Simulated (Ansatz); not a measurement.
Below is the output of a Python script on Ansatz 0.2.0, Python API that makes a ladder of methods at one geometry of C₂H₄OSSi, SMILES [SiH3]OC=C=S. Write a script that gives it. Level of theory (for the species named): Hartree-Fock, cc-pVDZ basis, multiplicity 1. The script varies functional: hf, b3lyp, lda, blyp, r2scan, r2scan0.

```xyz
9

Si   -1.2845    0.5482   -0.3766
O    -0.3710   -0.9390   -0.5169
C     0.9192   -1.1372   -0.0075
C     1.5768   -0.2068    0.6357
S     2.3856    0.9399    1.4276
H    -0.5449    1.6404   -1.0268
H    -1.4811    0.8700    1.0448
H    -2.5919    0.3834   -1.0288
H     1.3918   -2.0989   -0.1516
```

Output of `python methods.py`:
```text
functional    E (Ha)        dipole (D)   HOMO (eV)  LUMO (eV)
hf            -839.344440     1.129      -8.587      1.154
b3lyp         -841.517363     0.798      -5.769     -2.798
lda           -837.671932     0.757      -4.979     -3.744
blyp          -841.431382     0.764      -4.661     -3.324
r2scan        -841.343875     0.889      -5.120     -3.510
r2scan0       -841.309168     0.886      -6.197     -2.659
```

The script that was run (others could print the same):

`methods.py`:
```python
# -*- coding: utf-8 -*-
'''One geometry of C2H4OSSi, method by method.'''

from pathlib import Path

import ansatz as az
import numpy as np

c2h4ossi = (
    az.Crystal.molecule()
    .atom('Si', (-1.2845, 0.5482, -0.3766))
    .atom('O', (-0.371, -0.939, -0.5169))
    .atom('C', (0.9192, -1.1372, -0.0075))
    .atom('C', (1.5768, -0.2068, 0.6357))
    .atom('S', (2.3856, 0.9399, 1.4276))
    .atom('H', (-0.5449, 1.6404, -1.0268))
    .atom('H', (-1.4811, 0.87, 1.0448))
    .atom('H', (-2.5919, 0.3834, -1.0288))
    .atom('H', (1.3918, -2.0989, -0.1516))
)

calc = c2h4ossi.calculation().basis(gaussian='cc-pVDZ')

print('functional    E (Ha)        dipole (D)   HOMO (eV)  LUMO (eV)')
for name in ['hf', 'b3lyp', 'lda', 'blyp', 'r2scan', 'r2scan0']:
    summary = calc.functional(name).forces().orbitals().run(runs_dir='runs').report
    lines = Path(summary['orbitals_path']).read_text().splitlines()
    field_of = lambda key: [line.split('=')[1].strip() for line in lines if line.startswith(key)]
    orbitals = [(27.211386 * float(e), s, float(n)) for e, s, n in zip(field_of('Ene='), field_of('Spin='), field_of('Occup='))]
    homo = max(e for e, _, n in orbitals if n > 0.5)
    lumo = min(e for e, _, n in orbitals if n < 0.5)
    dipole = 4.803205 * np.linalg.norm(summary['charge_distribution']['dipole_moment_e_ang'])
    print(f'{name:10s} {summary["free_energy_ev"] / 27.211386246:14.6f} {dipole:9.3f} {homo:11.3f} {lumo:10.3f}')
```

Notes:
- Total energies depend on the basis set; only differences at equal settings carry meaning.
- The geometry is a force-field or estimated start, not a minimum of this method, and the basis set is short of its limit. A lower total doesn't mark the better method: functionals have no common bound, and MP2 and coupled cluster aren't variational.
- b3lyp holds the VWN-RPA fit, as in Gaussian; the form of ORCA and Turbomole is b3lyp5.
- Levels such as HOMO and LUMO are orbital energies: with these approximate functionals they aren't the ionisation energy and electron affinity, and their gap isn't the fundamental gap.
- For Al to Cl the sets with a tight d function, cc-pV(X+d)Z, are usual.
- Hardware and time: 17 s on 1 thread of Intel(R) Xeon(R) 6975P-C (Granite Rapids), with other jobs on the host, peak memory 0.29 GiB.

(A comment or docstring line of the script was reworded after the run, the code is as it ran; lines on the test bed's own set-up are left out of the output.)
